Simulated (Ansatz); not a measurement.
# LiSe+ (triplet): the correlation ladder at distance Se1–Li2 = 2.568 Å, cc-pVDZ

The task here is to estimate one member of a computed series from the others.

Method: cc-pVDZ, core rule «outside noble gas», up to 15 orbitals frozen; program: Ansatz 0.2.0, Gaussian basis.

The runs, in order: UHF; CCSD(T) on ROHF; CCSD(T) on UHF; BCCD(T) on ROHF; CISD; CCSDT(Q) on ROHF; CCSDT(Q) on UHF; CASSCF and MRCISD+Q, 4 electrons in 4 orbitals; CASSCF and NEVPT2, 4 electrons in 4 orbitals; Full CI.

73 further runs of the same task are left out: 55 for a known fault of the program, 12 that didn't finish, 6 set aside as unsound or not needed.

## The system

The geometry derives from a PBE0/def2-TZVP stationary point (not a proven minimum). One bond is set to the value named and the two fragments are kept rigid. No spin-orbit coupling is included. The filled d shell of Se may be among the frozen orbitals whatever the setting's name suggests; the logs give the count.

2 atoms, charge 1, spin multiplicity 3.

Atoms are counted from 1 here; the program's logs count them from 0.

Bond lengths: Se1–Li2 2.568 Å.

Set-up of the first run:

Contents of in.yaml:

```yaml
crystal:
  periodic: [false, false, false]
  atoms:
    - {symbol: Se, position_ang: [0.000000, 0.000000, 0.000000]}
    - {symbol: Li, position_ang: [0.000000, 0.000000, 2.568200]}
basis:
  gaussian: {orbitals: cc-pVDZ}
total_charge: 1
magnetization: {spin_polarized: true, initial_magnetization: 2}
hamiltonian: {xc: hf}
output: {orbitals: {seedname: orbitals}}
```

Run with:

```sh
$ ansatz run in.yaml --threads 1 --pin off --events-out ev --progress --plain --max-ram 2393MiB
```

Among the steps run: UHF; CCSD(T) on ROHF; CCSD(T) on UHF; BCCD(T) on ROHF; CISD; CCSDT(Q) on ROHF; CCSDT(Q) on UHF; CASSCF and MRCISD+Q, 4 electrons in 4 orbitals; CASSCF and NEVPT2, 4 electrons in 4 orbitals; Full CI.

One table of the session follows, with a row left open; its other results are not shown here.

It belongs to the step «Misses and costs». 

```
   method  from FCI (kcal/mol)
     ROHF               +59.55
      UHF               +56.87
     RMP2               +10.83
     UMP2               +11.08
     CISD                +2.37
    RCCSD                +1.08
    UCCSD                +0.85
 RCCSD(T)                +0.25
 UCCSD(T)                +0.07
  BCCD(T)                +0.25
   RCCSDT                +0.06
   UCCSDT                    ?
RCCSDT(Q)                 0.00
UCCSDT(Q)                -0.17
      FCI                    0
```

**Question.** Estimate the row for UCCSDT.

As computed: from FCI (kcal/mol): -0.11. In the column «from FCI (kcal/mol)» it lies between UCCSDT(Q) (-0.17) and RCCSDT(Q) (0.00).

Left out of the table: CASSCF pair, NEVPT2 pair, MRCISD pair, MRCISD+Q pair (the active space lost an orbital or holds another state than full CI finds).

Limits of these values: UCCSDT, UCCSDT(Q) fall below full CI: unrestricted runs freeze a spin-polarised core, another one than full CI's, and coupled cluster isn't variational. Levels on UHF freeze UHF's core orbitals, full CI those of ROHF, so the U rows can settle a little off it for that reason alone. Restricted and unrestricted rows rest on different reference determinants; where their highest levels disagree by more than a few hundredths of an eV, they describe different states and don't form one ladder. Warnings in the runs' records: passed over end.
